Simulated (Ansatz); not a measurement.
# The cluster Al₅As₅: reading failed and doubtful runs

Aim: try 1 input for the cluster Al₅As₅ as typed, read how each ends, and find what has to change.

Method: the settings change from run to run; program: Ansatz 0.2.0, Gaussian basis.

6 further runs of the same task are left out: 4 that didn't finish, 2 set aside as unsound or not needed. Runs told in other sessions of the task aren't counted.

### Step 1. The relaxed structure

The structure was relaxed beforehand with PBE-D4/def2-SVP.

10 atoms, charge 0, spin multiplicity 1.

Atoms are counted from 1 here; the program's logs count them from 0.

Bond lengths: Al1–As6 2.501 Å, Al1–As7 2.555 Å, Al1–As9 2.452 Å, Al2–As6 2.502 Å, Al2–As8 2.555 Å, Al2–As9 2.451 Å, Al3–As6 2.651 Å, Al3–As7 2.744 Å, Al3–As10 2.737 Å, Al4–As7 2.529 Å, Al4–As8 2.529 Å, Al4–As9 2.449 Å, Al5–As6 2.649 Å, Al5–As8 2.742 Å, Al5–As10 2.736 Å, As7–As10 2.543 Å, As8–As10 2.543 Å. Angles: As6–Al1–As7 115.4°, As6–Al1–As9 107.2°, As7–Al1–As9 103.9°, As6–Al2–As8 115.4°, As6–Al2–As9 107.2°, As8–Al2–As9 103.9°, As6–Al3–As7 104.8°, As6–Al3–As10 97.8°, As7–Al3–As10 55.3°, As7–Al4–As8 110.7°, As7–Al4–As9 104.8°, As8–Al4–As9 104.8°, As6–Al5–As8 104.9°, As6–Al5–As10 97.9°, As8–Al5–As10 55.3° and more.

### Step 2. Input 1

Contents of in.yaml:

```yaml
crystal:
  periodic: [false, false, false]
  atoms:
    - {symbol: Al, position_ang: [1.031603, 0.218230, 1.568297]}
    - {symbol: Al, position_ang: [-1.429179, -0.789165, 0.912769]}
    - {symbol: Al, position_ang: [2.296547, -0.715367, -0.911879]}
    - {symbol: Al, position_ang: [-0.811955, 1.901530, 0.265117]}
    - {symbol: Al, position_ang: [-0.610198, -1.913275, -1.534159]}
    - {symbol: As, position_ang: [0.899335, -2.194485, 0.692593]}
    - {symbol: As, position_ang: [1.548980, 2.052167, -0.553463]}
    - {symbol: As, position_ang: [-2.216790, 0.280078, -0.935914]}
    - {symbol: As, position_ang: [-0.989905, 1.074176, 2.534797]}
    - {symbol: As, position_ang: [-0.008096, 0.496428, -2.152998]}
basis:
  gaussian: {orbitals: def2-SVP, point_charges: [{charge: -1.00, position_ang: [7.081, -0.786, -0.274]}]}
hamiltonian: {xc: {name: HF}}
correlation: {method: mp2, frozen_orbitals: {Al: 0}}
scf: {omitted_lower_state_checks: [starts]}
output: {forces: true}
```

Run with:

```
$ ansatz run in.yaml --threads 4 --pin off --events-out ev --progress --plain --max-ram 6963MiB
```

**Question.** What will the summary of the whole plan be?

The runs gave:

| input | level | ended | cause | time |
| --- | --- | --- | --- | --- |
| 1 | MP2/def2-SVP | refused | frozen orbitals are typed for one element alone, and the program wants a count for each | 0.05 s |

**Reading.** 1 refused. A refusal costs next to no computing time.
